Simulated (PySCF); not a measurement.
# Sn(CN)4: geometry, NMR shifts and electronic excitations

Aim: predict the NMR shifts and electronic excitations of Sn(CN)4 (`N#[C][Sn]([C]#N)([C]#N)[C]#N`).

The runs use PySCF 2.14.0, with density-fitted response routines of our own; the level of theory stands in each step. All values are computed, except where a source is named. Atoms count from 0, in the outputs and in this text.

## Step 1: Starting geometry

9 atoms, charge 0, multiplicity 1; geometry from: GFN2-xTB. The atoms were then displaced at random by about 0.03 Å, so the start is not that level's minimum.

Bonds of the start (Å): Sn0–C1 2.12, Sn0–C3 2.18, Sn0–C5 2.25, Sn0–C7 2.08, C1–N2 1.12, C3–N4 1.05, C5–N6 1.10, C7–N8 1.14.

## Step 2: Geometry optimisation at PBE0-D3(BJ)/def2-SVP

The job: settings as JSON, then the geometry in Å.

```
{"job": {"xc": "PBE0", "basis": "def2-SVP", "d3": "d3bj", "grid": 1, "maxiter": 40, "shake": 0.03, "kind": "geom"}, "charge": 0, "multiplicity": 1}
Sn     0.060370    -0.078540     0.013750
C     -0.008820    -0.020670     2.133450
N     -0.048640    -0.013380     3.254100
C      2.112870    -0.000640    -0.727120
N      3.076950    -0.025740    -1.136000
C     -1.018540     1.765260    -0.704420
N     -1.513590     2.678760    -1.071120
C     -0.967880    -1.723240    -0.739130
N     -1.559980    -2.651260    -1.049170
```

Started as:

```sh
> OMP_NUM_THREADS=1 python probes_run.py task.json out
```

This one command runs all jobs of the session in turn.

**Question.** This job is followed by: GIAO PBE0/pcSseg-1 Sn:def2-TZVP NMR shielding, non-relativistic, gas phase; TDDFT wB97X-D/def2-SVPD, vertical, gas phase, core orbitals frozen in the response; GIAO wB97X-D/pcSseg-1 Sn:def2-TZVP NMR shielding, non-relativistic, gas phase. What will the session give for the following? rotational constants (main isotopes); 13C shifts against TMS (PBE0/def2-TZVP+pcSseg-1, means over atoms taken as alike); 15N shifts against NH3 (PBE0/def2-TZVP+pcSseg-1, means over atoms taken as alike); surface potential, 1st and 99th percentile; lowest singlet (wB97X-D/def2-SVPD); brightest single state of those computed; lowest triplet; vertical electron affinity (ΔSCF); range of the shift of C1.

The runs gave:

| quantity | value |
| --- | --- |
| rotational constants (main isotopes) | 0.95, 0.95, 0.95 GHz |
| 13C shifts against TMS (PBE0/def2-TZVP+pcSseg-1, means over atoms taken as alike) | 111.4 ppm |
| 15N shifts against NH3 (PBE0/def2-TZVP+pcSseg-1, means over atoms taken as alike) | 390.1 ppm |
| surface potential, 1st and 99th percentile | -0.96 V and 3.59 V |
| lowest singlet (wB97X-D/def2-SVPD) | 6.88 eV (180 nm), f = 0.000 |
| brightest single state of those computed | state 10, 7.29 eV, f = 0.003 |
| lowest triplet | 5.79 eV |
| vertical electron affinity (ΔSCF) | 0.94 eV |
| range of the shift of C1 | 111.4 to 112.6 ppm |

The start was shaken at random, so part of the energy gained undoes that. The optimisation took 8 steps and gained 1.660 eV; among the close pairs (by a distance rule), Sn0–C5 changed most, from 2.254 to 2.084 Å. At PBE0/def2-TZVP+pcSseg-1: The widest tensor belongs to N2, N4, N6, N8: span 660 ppm, with a paramagnetic part of -460 ppm. The first singlet state (HOMO−4→LUMO+1 0.22, HOMO−5→LUMO 0.21) lies at 6.88 eV and is dark; of the 10 states computed, the strongest absorption comes from state 10 at 7.29 eV (the last computed, so partners may be missing). The lowest triplet lies 1.09 eV below the lowest singlet (triplets in Tamm-Dancoff, singlets in full TDDFT). Spin-orbit coupling, left out, mixes singlets and triplets in elements this heavy. Across the 2 runs the shift of C1 (with its like atoms) moves most, between 111.4 (PBE0/def2-TZVP+pcSseg-1) and 112.6 ppm (wB97X-D/def2-TZVP+pcSseg-1). Spin-orbit coupling is left out, which matters for shieldings and couplings at and beside the heavy atoms.
